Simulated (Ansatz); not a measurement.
**Al2Pd: how the settings move a single-point run**

Aim: see which settings change the result for Al2Pd, by how much, and at what cost.

Computed with Ansatz 0.2.0 (reference: DFT, PBEsol, PAW with Ansatz's default frozen-core files, scalar-relativistic, unless a step's input says otherwise).

**1. The system as given**

Symmetry: Fm-3m, No. 225, cubic system. The conventional cell has a = 5.888 Å, b = 5.888 Å, c = 5.888 Å, α = 90.00°, β = 90.00°, γ = 90.00°. Al (site symmetry -43m) is surrounded by 4 Pd at 2.55 Å. Pd (site symmetry m-3m) has 8 Al at 2.55 Å as nearest neighbours.

Structure file:

```cif
data_structure
_symmetry_space_group_name_H-M 'Fm-3m'
_symmetry_Int_Tables_number 225
_cell_length_a 5.8880
_cell_length_b 5.8880
_cell_length_c 5.8880
_cell_angle_alpha 90.000
_cell_angle_beta 90.000
_cell_angle_gamma 90.000
_cell_volume 204.13
loop_
_atom_site_label
_atom_site_type_symbol
_atom_site_symmetry_multiplicity
_atom_site_Wyckoff_symbol
_atom_site_fract_x
_atom_site_fract_y
_atom_site_fract_z
_atom_site_occupancy
Al1 Al 8 c 0.25000 0.75000 0.75000 1
Pd1 Pd 4 a 0.00000 0.00000 0.00000 1
```

**2. Baseline**

input.yaml reads:

```yaml
crystal:
  lattice:
    - [0.0, 2.9440152178, 2.9440152178]
    - [2.9440152178, 0.0, 2.9440152178]
    - [2.9440152178, 2.9440152178, 0.0]
  atoms:
    - { symbol: Al, position: [0.25, 0.25, 0.25] }
    - { symbol: Al, position: [0.75, 0.75, 0.75] }
    - { symbol: Pd, position: [0.0, 0.0, 0.0] }
kpoints:
  mp_grid: { grid: [11, 11, 11] }
scf:
  occupations: { method: fermi_dirac, width: 0.05 }
hamiltonian:
  xc: pbesol
  pseudopotentials: { kind: paw }
output:
  forces: true
  stress: true
  eigenvalues: true
  populations: true
```

On the command line:

```bash
ansatz run input.yaml --threads 1 --pin off --max-ram 3072MiB --backend cpu --events-out ev --progress --plain --runs-dir out
```

**3. Changed: preconditioner kerker**

input.yaml: that of step 2 with these lines changed.

```diff
@@ -13,2 +13,3 @@
   occupations: { method: fermi_dirac, width: 0.05 }
+  mixing: { preconditioner: kerker }
 hamiltonian:
```

Before running it: what results should come out? Wanted: for each run, ending; energy change; pressure; gap; force.

**Answer**, as computed:

```
                     run     ending  energy change  pressure (GPa)  gap (eV)  force (eV/Å)  cycles   time
               reference  converged              0             0.0      0.00          0.00       6  2.3 s
1: preconditioner kerker  converged   0.0 meV/atom             0.0      0.00          0.00       6  2.3 s
```

Residual by cycle in the longest SCF loop of each run; runs are numbered as in the table. The quantity is the density residual dr2, in eV.

```
cycle  reference   run 1
    1     0.0121  0.0121
    2     6.5e-4  6.5e-4
    3     3.1e-4  3.1e-4
    4     3.1e-5  3.1e-5
    5     9.9e-7  9.9e-7
    6     3.1e-8  3.1e-8
```

Energy and cycle count are those of the reference, so the change (mixing) left the result and the number of cycles as they were.
